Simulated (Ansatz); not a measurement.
# F₂HISn: how energies converge with the basis set

An exercise on one series of results from a longer session: the logs are not shown, and one member is left open.

Program: Ansatz 0.2.0, Gaussian basis. Level of theory: one geometry, several basis sets. These are calculated values, not measurements.

Plan: PBE0-D4/def2-SVP; ωB97M-V/def2-SVP; PBE0-D4/def2-QZVPP; ωB97M-V/def2-QZVPP; the functionals' def2-TZVPP values are taken from earlier runs.

**The relaxed structure**

All runs share one geometry, relaxed beforehand with PBE0-D4 in a triple-zeta def2 set. Sn, I take the def2 core potential; no spin-orbit term is included.

SMILES `[F][SnH]([F])[I]`, 5 atoms, charge 0, spin multiplicity 1.

Atoms are counted from 1 here; the program's logs count them from 0.

Bond lengths: F1–Sn2 1.902 Å, Sn2–F3 1.902 Å, Sn2–I4 2.630 Å, Sn2–H5 1.692 Å. Angles: F1–Sn2–F3 103.0°, F1–Sn2–I4 107.8°, F1–Sn2–H5 109.2°, F3–Sn2–I4 107.8°, F3–Sn2–H5 109.2°, I4–Sn2–H5 118.6°.

The first run:

in.yaml reads:

```yaml
crystal:
  periodic: [false, false, false]
  atoms:
    - {symbol: F, position_ang: [-0.105047, -0.873075, 1.668882]}
    - {symbol: Sn, position_ang: [0.183894, -0.022281, -0.007400]}
    - {symbol: F, position_ang: [0.018077, 1.824750, 0.414792]}
    - {symbol: I, position_ang: [-1.811843, -0.668430, -1.593371]}
    - {symbol: H, position_ang: [1.764720, -0.334664, -0.524203]}
basis:
  gaussian: {orbitals: def2-SVP}
hamiltonian: {xc: pbe0, dispersion: d4}
output: {orbitals: {seedname: orbitals}}
```

Started as:

```
$ ansatz run in.yaml --threads 2 --pin off --events-out ev --progress --plain --max-ram 20480MiB --backend cpu
```

Among the steps run: PBE0-D4 in def2-SVP; ωB97M-V in def2-SVP; PBE0-D4 in def2-QZVPP; ωB97M-V in def2-QZVPP.

One of the session's tables, all rows but one given; the rest of the session is left out.

It belongs to the step «Density functionals: the series». 

```
functional       basis  HOMO (eV)  LUMO (eV)
   PBE0-D4    def2-SVP      -8.42      -2.35
   PBE0-D4  def2-TZVPP      -8.50      -2.45
   PBE0-D4  def2-QZVPP          ?          ?
   ωB97M-V    def2-SVP     -10.53      -0.31
   ωB97M-V  def2-TZVPP     -10.63      -0.50
   ωB97M-V  def2-QZVPP     -10.64      -0.56
```

**Question.** Estimate the row for PBE0-D4, def2-QZVPP.

The run gave: HOMO (eV): -8.50; LUMO (eV): -2.46.
